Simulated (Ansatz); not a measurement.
# SrHI: equation of state with PBE

The system is SrHI.

```
CELL_PARAMETERS angstrom
4.37100 0.00000 0.00000
0.00000 4.37100 0.00000
0.00000 0.00000 8.45000
ATOMIC_POSITIONS crystal
I 0.50000 0.00000 0.30000
I 0.00000 0.50000 0.70000
Sr 0.50000 0.00000 0.80000
Sr 0.00000 0.50000 0.20000
H 0.50000 0.50000 0.00000
H 0.00000 0.00000 0.00000
```

```json
{"Program": "Ansatz 0.2.0", "Task": "equation of state", "Functional": "PBE", "Potentials or basis": "Ansatz PAW", "Cutoff": "420 eV", "Density cutoff": "1680 eV", "k mesh": "6 × 6 × 3", "Occupations": "fermi-dirac, width 0.05 eV", "Spin": "no spin polarisation"}
```

| Quantity | Value |
| --- | --- |
| Equilibrium volume | 28.02 Å³/atom |
| Bulk modulus at fixed shape and positions | 28 GPa |
| Pressure derivative of the bulk modulus | 4.3 |

Energy against volume, from the lowest point:
| volume (Å³/atom) | energy (meV/atom) |
| --- | --- |
| 25.293 | 27.69 |
| 25.831 | 17.19 |
| 26.369 | 9.43 |
| 26.907 | 4.14 |
| 27.445 | 1.06 |
| 27.983 | 0.00 |
| 28.522 | 0.75 |

All runs of the series together: 22 s on 2 threads of AMD EPYC 7R43 64-Core Processor (Zen 3), with other jobs on the host.

Caveat: the cell was scaled at fixed shape and fractional positions, which overstates the stiffness of a crystal with free parameters, most of all of layers and chains. The run has no spin-orbit coupling, so splittings on I are missing.
